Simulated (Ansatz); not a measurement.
# CH5BCl2O: the cost of one run

Program: Ansatz 0.2.0. Level of theory: RHF/6-31G*. These are calculated values, not measurements.

## (1) The system as given

Bond lengths: B1–Cl3 1.860 Å, B1–Cl4 1.860 Å, B1–O5 1.710 Å, O5–C6 1.420 Å, C6–H7 1.110 Å, C6–H8 1.110 Å, C6–H9 1.110 Å. Angles: Cl3–B1–Cl4 120.0°, Cl3–B1–O5 97.0°, Cl4–B1–O5 101.2°, B1–O5–C6 125.0°, O5–C6–H7 109.5°, O5–C6–H8 109.5°, O5–C6–H9 109.5°, H7–C6–H8 109.4°, H7–C6–H9 109.4°, H8–C6–H9 109.4°.

Structure file:

```xyz
10

B     0.0000    0.0000    0.0000
H     0.0000    0.0000    1.5400
Cl    1.6108    0.0000   -0.9300
Cl   -1.6108    0.0000   -0.9300
O     0.0715   -1.6212    0.5392
C    -0.5794   -2.7171   -0.0867
H     0.1085   -3.5877   -0.1182
H    -1.4893   -2.9859    0.4895
H    -0.8668   -2.4357   -1.1212
H     0.0379   -0.8605    1.5370
```

## (2) Pulling towards end A

Springs on the bonds that form and break draw the guess towards this end; the thresholds are loose.

File input.yaml:

```yaml
crystal:
  periodic: [false, false, false]
  atoms:
    - { symbol: B, position_ang: [0.0, 0.0, 0.0] }
    - { symbol: H, position_ang: [0.0, 0.0, 1.54] }
    - { symbol: Cl, position_ang: [1.6108, 0.0, -0.93] }
    - { symbol: Cl, position_ang: [-1.6108, 0.0, -0.93] }
    - { symbol: O, position_ang: [0.0715, -1.6212, 0.5392] }
    - { symbol: C, position_ang: [-0.5794, -2.7171, -0.0867] }
    - { symbol: H, position_ang: [0.1085, -3.5877, -0.1182] }
    - { symbol: H, position_ang: [-1.4893, -2.9859, 0.4895] }
    - { symbol: H, position_ang: [-0.8668, -2.4357, -1.1212] }
    - { symbol: H, position_ang: [0.0379, -0.8605, 1.537] }
basis:
  gaussian: { orbitals: "6-31G*" }
hamiltonian:
  xc: hf
relax:
  f_tol: 0.15
  max_steps: 25
  restrain:
    - { distance: [0, 4], at: 2.61, k: 30.0 }
    - { distance: [9, 1], at: 1.86, k: 30.0 }
    - { distance: [0, 1], at: 1.19, k: 30.0 }
    - { distance: [9, 4], at: 1.01, k: 30.0 }
```

On the command line:

```
$ ansatz run input.yaml --threads 1 --pin off --max-ram 2048MiB --backend cpu --events-out ev --progress --plain --runs-dir out
```

Q: Estimate wall time and peak memory on 1 thread of Arm Neoverse V2, shared host.

About 36 s, with a peak of 0.18 GiB.
